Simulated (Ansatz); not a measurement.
# One shape, several levels: C2H6Se (SMILES CC[SeH])

Wanted: a comparison of 6 runs (HF/STO-3G, B3LYP/6-31G*, PBE0/def2-SVP, B2PLYP/aug-cc-pVDZ, BCCD(T)/6-31G*) of C2H6Se. 

The calculation is run with Ansatz 0.2.0.

5 further runs of the same task are left out: 2 that didn't finish, 3 set aside as unsound or not needed.

### 1 The structure to begin with

C2H6Se has 9 atoms, charge 0, and is taken as a singlet. As SMILES, `CC[SeH]`. The coordinates come from a PBE0-D4/def2-TZVP relaxation. This is one conformer, not always the lowest.

Bond lengths: C1–C2 1.512 Å, C2–Se3 1.958 Å, C1–H4 1.095 Å, C1–H5 1.091 Å, C1–H6 1.092 Å, C2–H7 1.092 Å, C2–H8 1.090 Å, Se3–H9 1.469 Å. Some angles: C1–C2–Se3 114.0°, C1–C2–H7 111.4°, C1–C2–H8 112.1°, Se3–C2–H7 103.6°, Se3–C2–H8 107.8°, C2–C1–H4 110.4°, C2–C1–H5 111.2°, C2–C1–H6 111.2°, C2–Se3–H9 95.0°, H7–C2–H8 107.4°.

### 2 Energy and forces at HF/STO-3G (run 1)

in.yaml reads:

```yaml
crystal:
  periodic: [false, false, false]
  atoms:
    - symbol: C
      position_ang: [-0.462800, 0.619900, -0.594700]
    - symbol: C
      position_ang: [0.220000, -0.651600, -0.143800]
    - symbol: Se
      position_ang: [1.467300, -0.399500, 1.344200]
    - symbol: H
      position_ang: [-1.113000, 0.420000, -1.452400]
    - symbol: H
      position_ang: [0.266900, 1.377400, -0.885600]
    - symbol: H
      position_ang: [-1.080700, 1.040500, 0.201600]
    - symbol: H
      position_ang: [0.845200, -1.070700, -0.934700]
    - symbol: H
      position_ang: [-0.495600, -1.419800, 0.148200]
    - symbol: H
      position_ang: [0.441100, 0.037700, 2.300200]
basis:
  gaussian: {orbitals: STO-3G}
hamiltonian: {xc: hf}
accuracy: high
output: {forces: true, orbitals: {seedname: orbitals}}
```

Started as:

```
$ ansatz run in.yaml --threads 1 --pin off --max-ram 2610MiB --events-out events.jsonl --progress --plain --runs-dir runs
```

The program printed:

```text
Warning: RAYON_NUM_THREADS=1 ignored (pool sized by the plan → 1); use --threads N
Functional definition: HF
  name "HF"
  exchange = exact_x
  correlation = 0
563 factors; integrals over basis functions are off by at most 3.6e-9 eV
mean field evaluation 1: about -66717.1031 eV, gradient 1.6e1 eV
mean field evaluation 2: about -66717.2634 eV, gradient 1.6e1 eV
mean field evaluation 4: about -66718.3794 eV, gradient 9.7e-1 eV
mean field evaluation 8: about -66718.3840 eV, gradient 1.4e-6 eV
mean field -66718.38397657 eV, -2451.8553877941 hartree, gradient 6.1e-8 eV, S^2 0.000000; 0 other end points of the search recorded, 0 dependent functions left out
the calculation of the forces begins
reference -66718.38397657 eV, -2451.8553877941 hartree; 26, 26 occupied and 8, 8 virtual orbitals, 563 factors
Total energy: -66718.38397657 eV, -2451.8553877941 hartree
Atom 0 at    -0.462800     0.619900    -0.594700 Å, force    -0.766280     1.033906    -0.479917 eV/Å
Atom 1 at     0.220000    -0.651600    -0.143800 Å, force     1.266800    -1.149824     0.749461 eV/Å
Atom 2 at     1.467300    -0.399500     1.344200 Å, force    -0.810428     0.276438     0.404997 eV/Å
Atom 3 at    -1.113000     0.420000    -1.452400 Å, force     0.203570     0.081221     0.245114 eV/Å
Atom 4 at     0.266900     1.377400    -0.885600 Å, force    -0.153283    -0.199216     0.027529 eV/Å
Atom 5 at    -1.080700     1.040500     0.201600 Å, force     0.134291    -0.119161    -0.181811 eV/Å
Atom 6 at     0.845200    -1.070700    -0.934700 Å, force    -0.370372     0.143713    -0.036923 eV/Å
Atom 7 at    -0.495600    -1.419800     0.148200 Å, force    -0.091249     0.176801    -0.186136 eV/Å
Atom 8 at     0.441100     0.037700     2.300200 Å, force     0.586950    -0.243878    -0.542313 eV/Å
Dipole moment:    -0.323896     0.031906    -0.097016 e Å
```

Wall time 0.94 s (1 thread of Arm Neoverse V1, shared host).

### 3 Energy and forces at B3LYP/6-31G(d) (spherical functions) (run 2)

run.yaml reads:

```yaml
crystal:
  periodic: [false, false, false]
  atoms:
    - symbol: C
      position_ang: [-0.462800, 0.619900, -0.594700]
    - symbol: C
      position_ang: [0.220000, -0.651600, -0.143800]
    - symbol: Se
      position_ang: [1.467300, -0.399500, 1.344200]
    - symbol: H
      position_ang: [-1.113000, 0.420000, -1.452400]
    - symbol: H
      position_ang: [0.266900, 1.377400, -0.885600]
    - symbol: H
      position_ang: [-1.080700, 1.040500, 0.201600]
    - symbol: H
      position_ang: [0.845200, -1.070700, -0.934700]
    - symbol: H
      position_ang: [-0.495600, -1.419800, 0.148200]
    - symbol: H
      position_ang: [0.441100, 0.037700, 2.300200]
basis:
  gaussian: {orbitals: 6-31G_st_-spherical.json}
hamiltonian: {xc: {name: B3LYP}}
accuracy: high
output: {forces: true, orbitals: {seedname: orbitals}}
```

The basis set 6-31G* is read from a file made from the Basis Set Exchange's data (not shown).

Started as:

```
$ ansatz run run.yaml --threads 1 --pin off --max-ram 2610MiB --events-out events.jsonl --progress --plain --runs-dir runs
```

The program printed, shortened:

```text
Warning: RAYON_NUM_THREADS=1 ignored (pool sized by the plan → 1); use --threads N
Functional definition: B3LYP
  name "B3LYP"
[...]
1641 factors; integrals over basis functions are off by at most 4.1e-9 eV
[...]
mean field -67514.40623298 eV, -2481.1086661537 hartree, gradient 3.4e-8 eV, S^2 0.000000; 0 other end points of the search recorded, 0 dependent functions left out
[...]
reference -67514.40626641 eV, -2481.1086673822 hartree; 26, 26 occupied and 46, 46 virtual orbitals, 1641 factors
Total energy: -67514.40626641 eV, -2481.1086673822 hartree
Atom 0 at    -0.462800     0.619900    -0.594700 Å, force    -0.108425     0.185262    -0.085431 eV/Å
Atom 1 at     0.220000    -0.651600    -0.143800 Å, force    -0.106458    -0.247795    -0.180692 eV/Å
Atom 2 at     1.467300    -0.399500     1.344200 Å, force     0.575106    -0.045776     0.224981 eV/Å
Atom 3 at    -1.113000     0.420000    -1.452400 Å, force    -0.079928    -0.010390    -0.096508 eV/Å
Atom 4 at     0.266900     1.377400    -0.885600 Å, force     0.058588     0.085639    -0.040547 eV/Å
Atom 5 at    -1.080700     1.040500     0.201600 Å, force    -0.080230     0.059216     0.072034 eV/Å
Atom 6 at     0.845200    -1.070700    -0.934700 Å, force     0.035179    -0.042457    -0.082460 eV/Å
Atom 7 at    -0.495600    -1.419800     0.148200 Å, force    -0.082767    -0.078607    -0.008631 eV/Å
Atom 8 at     0.441100     0.037700     2.300200 Å, force    -0.211065     0.094907     0.197254 eV/Å
Dipole moment:    -0.307102     0.010977    -0.179796 e Å
```

Wall time 10 s (1 thread of Arm Neoverse V1, shared host).

Runs 3 to 5 aren't shown in full; the table further down has their settings and results.

### 4 The energy at BCCD(T)/6-31G(d) (Cartesian functions) (run 6)

molecule.yaml reads:

```yaml
crystal:
  periodic: [false, false, false]
  atoms:
    - {symbol: C, position_ang: [-0.462800, 0.619900, -0.594700]}
    - {symbol: C, position_ang: [0.220000, -0.651600, -0.143800]}
    - {symbol: Se, position_ang: [1.467300, -0.399500, 1.344200]}
    - {symbol: H, position_ang: [-1.113000, 0.420000, -1.452400]}
    - {symbol: H, position_ang: [0.266900, 1.377400, -0.885600]}
    - {symbol: H, position_ang: [-1.080700, 1.040500, 0.201600]}
    - {symbol: H, position_ang: [0.845200, -1.070700, -0.934700]}
    - {symbol: H, position_ang: [-0.495600, -1.419800, 0.148200]}
    - {symbol: H, position_ang: [0.441100, 0.037700, 2.300200]}
basis:
  gaussian: {orbitals: "6-31G*", symmetry_tolerance_ang: 0.05}
hamiltonian: {pseudopotentials: {relativity: none}}
correlation: {method: bccd_t, electrons: outside_noble_gas, diis_vectors: 5}
accuracy: high
output: {orbitals: {seedname: orbitals}}
```

Started as:

```
$ ansatz run molecule.yaml --threads 1 --pin off --max-ram 2610MiB --events-out events.jsonl --progress --plain --runs-dir runs
```

The program printed:

```text
Warning: RAYON_NUM_THREADS=1 ignored (pool sized by the plan → 1); use --threads N
[... 11 lines left out ...]
16 core orbitals not correlated: weight in the atoms' cores, before any rotation towards them, 1.000 or more for the frozen orbitals, at most 0.000 for the correlated occupied ones
[... 23 lines left out ...]
Total energy: -67462.24088416 eV, -2479.1916249436 hartree
```

It took 10 s on 1 thread of Arm Neoverse V1, shared host; peak memory 0.37 GiB.

### 5 The series

```tsv
run	level	Cartesian functions	frozen core orbitals	energy (Eh)	dipole moment (D)	HOMO energy (eV)	LUMO energy (eV)	wall time
1	HF/STO-3G	no	–	-2451.855388	1.63	-6.96	9.98	0.94 s
2	B3LYP/6-31G* (spherical functions)	no	–	-2481.108667	1.71	-6.07	0.30	10 s
3	B3LYP/6-31G* (Cartesian functions)	yes	–	-2481.117469	1.71	-6.07	0.29	10 s
4	PBE0/def2-SVP	no	–	-2480.637460	1.53	-6.32	0.50	11 s
5	B2PLYP/aug-cc-pVDZ	no	11	-2480.836612	1.60	-7.42	0.21	74 s
6	BCCD(T)/6-31G* (Cartesian functions)	yes	16	-2479.191625	–	-9.03	4.00	10 s
```

### 6 Results

```
                                           quantity           value
                                run 6: total energy  -2479.19162 Eh
         run 6: HOMO energy (Hartree–Fock orbitals)        -9.03 eV
         run 6: LUMO energy (Hartree–Fock orbitals)         4.00 eV
       run 6: HOMO–LUMO gap (Hartree–Fock orbitals)        13.02 eV
run 6: correlation energy (16 core orbitals frozen)      -430.1 mEh
                              run 6: (T) correction      -12.31 mEh
```

**Reading.** Over runs 1, 2, 3, 4, 5 the dipole moment (its size) runs from 1.53 D (PBE0/def2-SVP) to 1.71 D (B3LYP/6-31G*). The two ends differ in method and basis. Over runs 1, 2, 3, 4, 5 the HOMO–LUMO gap runs from 6.36 eV (B3LYP/6-31G*) to 16.94 eV (HF/STO-3G). Totals of different functionals can't be ranked against each other. In run 1 the basis is minimal, so the values are rough. All runs together took 2 min, the longest 74 s.
